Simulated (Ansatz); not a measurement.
**Si2N2H8: one species, many methods**

Aim: compute Si2N2H8 with functionals from several rungs and with coupled cluster, and see how far each lands from CCSD(T) at the basis-set limit for the atomisation energy.

Method: functionals in def2-TZVPP, the program's frozen cores in correlated methods; program: Ansatz 0.2.0, Gaussian basis.

Plan: LDA (SPW92), PBE-D4, revPBE-D4, BLYP-D4, r2SCAN-D4, B97M-V, PBE0-D4, B3LYP-D4, r2SCANh-D4, r2SCAN0-D4, HSE06-D4, BHLYP-D4, CAM-B3LYP-D4, LC-ωPBE, ωB97X-V, ωB97M-V, B2PLYP, PBE-QIDH; CCSD(T)/def2-SVP; CCSD(T)/def2-TZVPP; MP2/def2-QZVPP; extrapolation to the limit; RPA on PBE.

### 1 The geometry

An earlier PBE0-D4 in a triple-zeta def2 set relaxation fixed the geometry.

SMILES `NN([SiH3])[SiH3]`, 12 atoms, charge 0, spin multiplicity 1.

Atoms are counted from 1 here; the program's logs count them from 0.

Bond lengths: N1–N2 1.433 Å, N1–H5 1.015 Å, N1–H6 1.015 Å, N2–Si3 1.727 Å, N2–Si4 1.730 Å, Si3–H7 1.483 Å, Si3–H8 1.491 Å, Si3–H9 1.491 Å, Si4–H10 1.487 Å, Si4–H11 1.487 Å, Si4–H12 1.487 Å. Angles: N2–N1–H5 109.9°, N2–N1–H6 109.9°, H5–N1–H6 108.3°, N1–N2–Si3 117.6°, N1–N2–Si4 110.1°, Si3–N2–Si4 132.2°, N2–Si3–H7 108.9°, N2–Si3–H8 110.2°, N2–Si3–H9 110.2°, H7–Si3–H8 110.3°, H7–Si3–H9 110.3°, H8–Si3–H9 107.0°, N2–Si4–H10 111.2°, N2–Si4–H11 111.2°, N2–Si4–H12 106.8°, H10–Si4–H11 108.3°, H10–Si4–H12 109.6°, H11–Si4–H12 109.6°.

### 2 LDA

This LDA is Slater exchange with PW92 correlation.

The input, in.yaml:

```yaml
crystal:
  periodic: [false, false, false]
  atoms:
    - {symbol: N, position_ang: [-1.105944, 0.953020, -0.619598]}
    - {symbol: N, position_ang: [-0.090427, 0.087743, -0.097703]}
    - {symbol: Si, position_ang: [-0.113442, -0.243578, 1.596675]}
    - {symbol: Si, position_ang: [0.958898, -0.433904, -1.369866]}
    - {symbol: H, position_ang: [-2.022964, 0.559127, -0.436034]}
    - {symbol: H, position_ang: [-1.051942, 1.860330, -0.168304]}
    - {symbol: H, position_ang: [1.013648, -1.151131, 1.923352]}
    - {symbol: H, position_ang: [-1.410192, -0.871433, 1.981565]}
    - {symbol: H, position_ang: [0.003040, 1.025230, 2.371559]}
    - {symbol: H, position_ang: [1.633793, 0.721392, -2.018370]}
    - {symbol: H, position_ang: [0.208445, -1.182900, -2.412182]}
    - {symbol: H, position_ang: [1.977088, -1.323896, -0.751104]}
basis:
  gaussian: {orbitals: def2-TZVPP}
hamiltonian: {xc: lda}
output: {orbitals: {seedname: orbitals}}
```

Command:

```sh
$ ansatz run in.yaml --threads 4 --pin off --events-out ev --progress --plain --max-ram 10444MiB
```

The runs that follow: PBE-D4 (GGA); revPBE-D4 (GGA); BLYP-D4 (GGA); r2SCAN-D4 (meta-GGA); B97M-V (meta-GGA); B3LYP-D4 (hybrid); r2SCANh-D4 (hybrid); r2SCAN0-D4 (hybrid); HSE06-D4 (hybrid); BHLYP-D4 (hybrid); CAM-B3LYP-D4 (range-separated); LC-ωPBE (range-separated); ωB97X-V (range-separated); ωB97M-V (range-separated); B2PLYP (double hybrid); PBE-QIDH (double hybrid); CCSD(T) in def2-SVP; CCSD(T) in def2-TZVPP; MP2 in def2-QZVPP; RPA on PBE orbitals.

**Question.** What will the summary of the whole plan be? Wanted: atomisation energy, CCSD(T)/CBS; farthest beyond LDA; mean size of error, GGA; mean size of error, meta-GGA; mean size of error, hybrid; mean size of error, range-separated; mean size of error, double hybrid; gap, smallest and largest; T1 diagnostic.

As calculated:

```
                               quantity                                       value
        atomisation energy, CCSD(T)/CBS                              883.1 kcal/mol
functionals within 4.4 kcal/mol (0.5 %)  PBE-D4, BLYP-D4, B97M-V, B3LYP-D4, ωB97M-V
                    farthest beyond LDA                 r2SCAN0-D4 (-19.4 kcal/mol)
                mean size of error, GGA                                5.8 kcal/mol
           mean size of error, meta-GGA                                4.6 kcal/mol
             mean size of error, hybrid                               12.6 kcal/mol
    mean size of error, range-separated                                7.7 kcal/mol
      mean size of error, double hybrid                               15.1 kcal/mol
              gap, smallest and largest   4.95 eV (LDA (SPW92)), 12.18 eV (LC-ωPBE)
                          T1 diagnostic                                      0.0110
triples share of the correlation energy                                       3.5 %
```

**Reading.** The LDA atomisation energy is off by 112.0 kcal/mol (13 %): it overbinds. PBE-D4 misses by +1.0 kcal/mol. Double hybrids carry the basis error of their MP2 part in triple zeta, and no dispersion term here, so their miss is partly the set-up's. Taken by rung, meta-GGA functionals do best (4.6 kcal/mol on average) and double hybrid ones worst beyond LDA (15.1 kcal/mol). The gap between the best rungs is small, so their order is not settled. Misses under about 4.4 kcal/mol are within the doubt on the reference itself, which lacks core-valence correlation, relativity and higher excitations. Hartree-Fock recovers 70 % of the binding; the rest is correlation. CCSD(T) in def2-SVP is off by -70.6 kcal/mol, more than most functionals: a good method in a small basis is no reference. Orbital gaps span 5.0 to 12.2 eV; exact exchange widens them.
